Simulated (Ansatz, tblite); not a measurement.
# C24H18O8S4: a ladder of methods and basis sets

An exercise on one series of results from a longer session: the logs are not shown, and one member is left open.

The runs use Ansatz 0.2.0, Gaussian basis; as each input shows.

The runs, in order: GFN1-xTB, GFN2-xTB, PBE-D4/def2-SVP, r2SCAN-D4/def2-SVP, BLYP-D4/def2-SVP, B2PLYP/def2-SVP, LC-ωPBE/def2-SVP, r2SCAN-D4/def2-mTZVP, HF/STO-3G, HF/6-31G, B3LYP-D4/6-31G, MP2/def2-SVP, RPA/def2-SVP.

**The geometry**

The geometry is that of the singlet, from an earlier relaxation (PBE-D4/def2-SVP).

SMILES `c1sc(-c2sc(-c3sc(-c4scc5c4OCCO5)c4c3OCCO4)c3c2OCCO3)c2c1OCCO2`, 54 atoms, charge 0, spin multiplicity 1.

Bond lengths: C1–S2 1.734 Å, C1–C32 1.382 Å, C1–H37 1.095 Å, S2–C3 1.757 Å, C3–C4 1.440 Å, C3–C31 1.394 Å, C4–S5 1.759 Å, C4–C26 1.394 Å, S5–C6 1.759 Å, C6–C7 1.433 Å, C6–C25 1.396 Å, C7–S8 1.760 Å, C7–C20 1.396 Å, S8–C9 1.759 Å, C9–C10 1.441 Å, C9–C19 1.394 Å, C10–S11 1.757 Å, C10–C14 1.393 Å and more. Angles: S2–C1–C32 111.0°, S2–C1–H37 121.5°, C32–C1–H37 127.5°, C1–S2–C3 92.9°, S2–C3–C4 121.1°, S2–C3–C31 109.7°, C4–C3–C31 129.2°, C3–C4–S5 120.7°, C3–C4–C26 129.0°, S5–C4–C26 110.2°, C4–S5–C6 92.8°, S5–C6–C7 122.8°, S5–C6–C25 109.5°, C7–C6–C25 127.7°, C6–C7–S8 122.8°, C6–C7–C20 127.7°, S8–C7–C20 109.5°, C7–S8–C9 92.8° and more.

PBE0-D4/def2-SVP was run before; its log isn't repeated, and its numbers join the tables.

Set-up of the first run:

Tight binding, by tblite at 300 K electronic temperature and without a spin-polarisation term:

```python
tblite.interface.Calculator('GFN1-xTB', numbers, positions, charge=0, uhf=0).singlepoint()
```

Tight binding, by tblite at 300 K electronic temperature and without a spin-polarisation term:

```python
tblite.interface.Calculator('GFN2-xTB', numbers, positions, charge=0, uhf=0).singlepoint()
```

start.molden holds the orbitals of an earlier run on this state, given as this run's starting guess.

File in.yaml:

```yaml
crystal:
  periodic: [false, false, false]
  atoms:
    - {symbol: C, position_ang: [-6.203207, 3.139087, -0.197231]}
    - {symbol: S, position_ang: [-4.487308, 3.109340, 0.047769]}
    - {symbol: C, position_ang: [-4.412556, 1.356908, -0.061341]}
    - {symbol: C, position_ang: [-3.162549, 0.655244, 0.077695]}
    - {symbol: S, position_ang: [-1.674428, 1.331296, -0.572796]}
    - {symbol: C, position_ang: [-0.705010, -0.015397, 0.011512]}
    - {symbol: C, position_ang: [0.716139, -0.079380, -0.159179]}
    - {symbol: S, position_ang: [1.691887, -1.401999, 0.469306]}
    - {symbol: C, position_ang: [3.183117, -0.715129, -0.161539]}
    - {symbol: C, position_ang: [4.447817, -1.374460, 0.040913]}
    - {symbol: S, position_ang: [4.597824, -3.122805, -0.047856]}
    - {symbol: C, position_ang: [6.297337, -3.081433, 0.293567]}
    - {symbol: C, position_ang: [6.740998, -1.781739, 0.449709]}
    - {symbol: C, position_ang: [5.691456, -0.809409, 0.316347]}
    - {symbol: O, position_ang: [5.901800, 0.525796, 0.499735]}
    - {symbol: C, position_ang: [7.284223, 0.866887, 0.405152]}
    - {symbol: C, position_ang: [8.140137, -0.095141, 1.219454]}
    - {symbol: O, position_ang: [8.034069, -1.430379, 0.720852]}
    - {symbol: C, position_ang: [2.921980, 0.488615, -0.813392]}
    - {symbol: C, position_ang: [1.541704, 0.846417, -0.799511]}
    - {symbol: O, position_ang: [1.064351, 1.986022, -1.384200]}
    - {symbol: C, position_ang: [1.999739, 2.555866, -2.303722]}
    - {symbol: C, position_ang: [3.404029, 2.567427, -1.711342]}
    - {symbol: O, position_ang: [3.864049, 1.241198, -1.451526]}
    - {symbol: C, position_ang: [-1.531221, -0.942527, 0.649045]}
    - {symbol: C, position_ang: [-2.905719, -0.565942, 0.699163]}
    - {symbol: O, position_ang: [-3.843319, -1.315651, 1.347286]}
    - {symbol: C, position_ang: [-3.395546, -2.651352, 1.578514]}
    - {symbol: C, position_ang: [-1.978572, -2.667073, 2.139468]}
    - {symbol: O, position_ang: [-1.056746, -2.096917, 1.206593]}
    - {symbol: C, position_ang: [-5.692369, 0.844499, -0.267068]}
    - {symbol: C, position_ang: [-6.707442, 1.859344, -0.332682]}
    - {symbol: O, position_ang: [-8.028050, 1.563552, -0.525148]}
    - {symbol: C, position_ang: [-8.222925, 0.233753, -1.011792]}
    - {symbol: C, position_ang: [-7.355138, -0.763281, -0.254857]}
    - {symbol: O, position_ang: [-5.969204, -0.479570, -0.443553]}
    - {symbol: H, position_ang: [-6.758752, 4.081918, -0.235103]}
    - {symbol: H, position_ang: [6.887427, -4.000670, 0.370279]}
    - {symbol: H, position_ang: [7.607322, 0.850811, -0.661954]}
    - {symbol: H, position_ang: [7.383625, 1.900865, 0.790336]}
    - {symbol: H, position_ang: [7.824620, -0.062012, 2.288581]}
    - {symbol: H, position_ang: [9.210982, 0.182002, 1.158107]}
    - {symbol: H, position_ang: [1.650074, 3.585276, -2.514847]}
    - {symbol: H, position_ang: [1.996490, 1.973801, -3.254302]}
    - {symbol: H, position_ang: [3.411368, 3.163132, -0.768943]}
    - {symbol: H, position_ang: [4.122971, 3.019691, -2.422524]}
    - {symbol: H, position_ang: [-3.431405, -3.233547, 0.628365]}
    - {symbol: H, position_ang: [-4.105015, -3.104149, 2.298778]}
    - {symbol: H, position_ang: [-1.945740, -2.098779, 3.097702]}
    - {symbol: H, position_ang: [-1.638286, -3.704007, 2.327937]}
    - {symbol: H, position_ang: [-9.298082, 0.002368, -0.877703]}
    - {symbol: H, position_ang: [-7.982036, 0.188095, -2.099702]}
    - {symbol: H, position_ang: [-7.603998, -0.734416, 0.831742]}
    - {symbol: H, position_ang: [-7.522911, -1.792045, -0.630086]}
basis:
  gaussian: {orbitals: def2-SVP, fitting: {mean_field: def2-universal-jkfit}, initial_orbitals: start.molden}
hamiltonian: {xc: pbe, dispersion: d4}
scf: {omitted_lower_state_checks: [starts]}
output: {forces: true, orbitals: {seedname: orbitals}}
```

Command:

```console
> ansatz run in.yaml --threads 2 --pin off --events-out ev --progress --plain --max-ram 32768MiB --backend cuda --devices 0, --max-vram 18GiB
```

Steps of the session up to this table: PBE-D4/def2-SVP; r2SCAN-D4/def2-SVP; BLYP-D4/def2-SVP; B2PLYP/def2-SVP; LC-ωPBE/def2-SVP; r2SCAN-D4/def2-mTZVP; HF/STO-3G; HF/6-31G; B3LYP-D4/6-31G; MP2/def2-SVP; RPA/def2-SVP.

One of the session's tables, all rows but one given; the rest of the session is left out.

It belongs to the step «Binding energy». 

| level | binding an atom (eV) |
| --- | --- |
| HF/STO-3G | 3.842 |
| HF/6-31G | 2.947 |
| HF/def2-SVP | 3.418 |
| PBE-D4/def2-SVP | 5.232 |
| BLYP-D4/def2-SVP | 5.013 |
| r2SCAN-D4/def2-SVP | ? |
| r2SCAN-D4/def2-mTZVP | 4.893 |
| B3LYP-D4/6-31G | 4.623 |
| PBE0-D4/def2-SVP | 5.068 |
| LC-ωPBE/def2-SVP | 4.978 |
| MP2/def2-SVP | 4.825 |

**Question.** Estimate the row for r2SCAN-D4/def2-SVP.

The run gave: binding an atom (eV): 5.017. In the column «binding an atom (eV)» it lies between BLYP-D4/def2-SVP (5.013) and PBE0-D4/def2-SVP (5.068).

To keep in mind: Free atoms were run apart at each level; binding is atoms less cluster, divided by the number of atoms, without zero-point or spin-orbit terms.
